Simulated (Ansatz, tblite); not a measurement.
**The cluster Be₄S₄+: a ladder of methods and basis sets**

One table from this session's results is given with a row withheld; the runs are named, their logs left out.

Program: Ansatz 0.2.0, Gaussian basis. Level of theory: as each input shows. These are calculated values, not measurements.

Plan: GFN1-xTB, GFN2-xTB, PBE-D4/def2-TZVP, r2SCAN-D4/def2-TZVP, revPBE-D4/def2-TZVP, LC-ωPBE/def2-TZVP, B97M-V/def2-TZVP, PBE-D4/def2-SVP, PBE0-D4/def2-SVP, HF/STO-3G, CCSD(T)/def2-SVP, MP2/def2-TZVP.

2 further runs of the same task are left out: 2 set aside as unsound or not needed.

## The geometry

The doublet was relaxed beforehand with PBE-D4/def2-SVP. At that level it is the lowest of the isomers that a small search found.

8 atoms, charge 1, spin multiplicity 2.

Bond lengths: Be1–S6 2.104 Å, Be1–S7 2.103 Å, Be1–S8 2.012 Å, Be2–S5 2.071 Å, Be2–S6 2.222 Å, Be2–S8 2.071 Å, Be3–S5 2.070 Å, Be3–S7 2.226 Å, Be3–S8 2.070 Å, Be4–S5 2.012 Å, Be4–S6 2.104 Å, Be4–S7 2.103 Å. Angles: S6–Be1–S7 89.7°, S6–Be1–S8 113.5°, S7–Be1–S8 113.6°, S5–Be2–S6 106.6°, S5–Be2–S8 109.1°, S6–Be2–S8 106.6°, S5–Be3–S7 106.5°, S5–Be3–S8 109.2°, S7–Be3–S8 106.5°, S5–Be4–S6 113.5°, S5–Be4–S7 113.6°, S6–Be4–S7 89.7°, Be2–S5–Be3 65.9°, Be2–S5–Be4 70.6°, Be3–S5–Be4 70.6°, Be1–S6–Be2 66.0°, Be1–S6–Be4 80.1°, Be2–S6–Be4 66.0° and more.

The ion is computed in the gas phase, without counter-ions or solvent.

PBE0-D4/def2-TZVP was run before; its log isn't repeated, and its numbers join the tables.

The first run:

Tight binding, by tblite at 300 K electronic temperature and without a spin-polarisation term:

```python
tblite.interface.Calculator('GFN1-xTB', numbers, positions, charge=1, uhf=1).singlepoint()
```

Tight binding, by tblite at 300 K electronic temperature and without a spin-polarisation term:

```python
tblite.interface.Calculator('GFN2-xTB', numbers, positions, charge=1, uhf=1).singlepoint()
```

start.molden holds the orbitals of an earlier run on this state, given as this run's starting guess.

Contents of in.yaml:

```yaml
crystal:
  periodic: [false, false, false]
  atoms:
    - {symbol: Be, position_ang: [-0.365444, 1.495421, -0.015481]}
    - {symbol: Be, position_ang: [-0.765814, -0.607771, -1.007135]}
    - {symbol: Be, position_ang: [1.342891, -0.087063, -0.405027]}
    - {symbol: Be, position_ang: [-0.138198, -0.887938, 1.250085]}
    - {symbol: S, position_ang: [0.572374, -2.003728, -0.265981]}
    - {symbol: S, position_ang: [-1.854868, 0.218777, 0.744863]}
    - {symbol: S, position_ang: [0.919716, 0.906182, 1.541549]}
    - {symbol: S, position_ang: [0.289342, 0.966110, -1.842883]}
basis:
  gaussian: {orbitals: def2-TZVP, initial_orbitals: start.molden}
total_charge: 1
magnetization: {spin_polarized: true, initial_magnetization: 1}
hamiltonian: {xc: pbe, dispersion: d4}
scf: {omitted_lower_state_checks: [starts]}
output: {forces: true, orbitals: {seedname: orbitals}}
```

Command:

```console
$ ansatz run in.yaml --threads 4 --pin off --events-out ev --progress --plain --max-ram 4787MiB
```

Among the steps run: PBE-D4/def2-TZVP; r2SCAN-D4/def2-TZVP; revPBE-D4/def2-TZVP; LC-ωPBE/def2-TZVP; B97M-V/def2-TZVP; PBE-D4/def2-SVP; PBE0-D4/def2-SVP; HF/STO-3G; CCSD(T)/def2-SVP; MP2/def2-TZVP.

One table of the session follows, with a row left open; its other results are not shown here.

It belongs to the step «Levels side by side». 

| level | HOMO (eV) | LUMO (eV) | gap (eV) |
| --- | --- | --- | --- |
| HF/STO-3G | -13.18 | -3.87 | 9.31 |
| PBE-D4/def2-SVP | -11.86 | -10.98 | 0.88 |
| PBE-D4/def2-TZVP | -11.55 | -10.64 | 0.91 |
| revPBE-D4/def2-TZVP | -11.51 | -10.56 | 0.95 |
| r2SCAN-D4/def2-TZVP | -11.90 | -10.50 | 1.40 |
| B97M-V/def2-TZVP | ? | ? | ? |
| PBE0-D4/def2-SVP | -13.12 | -10.23 | 2.89 |
| PBE0-D4/def2-TZVP | -12.79 | -9.83 | 2.96 |
| LC-ωPBE/def2-TZVP | -15.36 | -7.79 | 7.57 |

Estimate the missing values for B97M-V/def2-TZVP.

**Answer.** HOMO (eV): -11.82; LUMO (eV): -10.55; gap (eV): 1.26. In the column «HOMO (eV)» it lies between PBE-D4/def2-SVP (-11.86) and PBE-D4/def2-TZVP (-11.55).
